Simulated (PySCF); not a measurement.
# Si2H2OF2 (SMILES F[Si]1(F)O[SiH2]1): BLYP/STO-3G

Wanted: a geometry optimisation of Si2H2OF2. The job is set up through a Python script.

The calculation is run with PySCF 2.14.0.

3 further runs of the same task are left out: 3 set aside as unsound or not needed.

## (1) The structure to begin with

Si2H2OF2: 7 atoms, total charge 0, spin state singlet. As SMILES, `F[Si]1(F)O[SiH2]1`. The coordinates come from a PBE0-D4/def2-TZVP relaxation. The run starts from this shape.

Bond lengths: F1–Si2 1.578 Å, Si2–F3 1.578 Å, Si2–O4 1.648 Å, Si2–Si5 2.174 Å, O4–Si5 1.718 Å, Si5–H6 1.482 Å, Si5–H7 1.482 Å. Some angles: F1–Si2–F3 105.1°, F1–Si2–O4 114.7°, F1–Si2–Si5 127.3°, F3–Si2–O4 114.7°, F3–Si2–Si5 127.3°, O4–Si2–Si5 51.2°, Si2–O4–Si5 80.4°, Si2–Si5–O4 48.4°, Si2–Si5–H6 124.7°, Si2–Si5–H7 124.7°.

## (2) A structure relaxation at BLYP/STO-3G

Contents of run.py:

```python
# F[Si]1(F)O[SiH2]1
from pyscf import gto, dft
from pyscf.geomopt.geometric_solver import kernel as optimise

molecule = gto.M(
    atom='''
F      0.424200    -1.612100     1.693800
Si     0.037900    -1.026000     0.280100
F     -0.194200    -2.288000    -0.639100
O      1.103500     0.077900    -0.322100
Si    -0.304800     1.058600    -0.232800
H     -0.202300     2.188800     0.720000
H     -0.802800     1.532800    -1.545500
''',
    verbose=3,
    basis='sto-3g',
    max_memory=1860,
)

myscf = dft.RKS(molecule, xc='blyp')
myscf.grids.level = 4
myscf.conv_tol = 1e-10
converged, mol_eq = optimise(myscf, maxsteps=60, convergence_set='GAU_TIGHT')
print('converged:', converged)
print(mol_eq.tostring())

myscf.reset(mol_eq)
molecule = mol_eq
myscf.kernel()
if not myscf.converged:
    myscf = myscf.newton().run(myscf.mo_coeff, myscf.mo_occ)
e_tot = myscf.e_tot
print('Final energy', e_tot)
```

On the command line:

```bash
OMP_NUM_THREADS=1 python run.py
```

Q: Predict the results. Wanted: total energy at the end; dipole moment; HOMO energy; LUMO energy; HOMO–LUMO gap.

Answer, from the run:

Level: BLYP/STO-3G.

```
               quantity          value
total energy at the end  -844.30405 Eh
          dipole moment         1.57 D
            HOMO energy       -1.87 eV
            LUMO energy        2.17 eV
          HOMO–LUMO gap        4.05 eV
```

At the final geometry: Bond lengths: F1–Si2 1.657 Å, Si2–F3 1.657 Å, Si2–O4 1.750 Å, Si2–Si5 2.175 Å, O4–Si5 1.823 Å, Si5–H6 1.467 Å, Si5–H7 1.467 Å. Some angles: F1–Si2–F3 104.3°, F1–Si2–O4 115.8°, F1–Si2–Si5 127.3°, F3–Si2–O4 115.8°, F3–Si2–Si5 127.3°, O4–Si2–Si5 54.0°, Si2–O4–Si5 75.0°, Si2–Si5–O4 51.0°, Si2–Si5–H6 125.9°, Si2–Si5–H7 125.9°. The optimisation took 28 steps and changed the energy by -0.527 eV. Mulliken charges run from -0.39 on O4 to +0.63 on Si2.
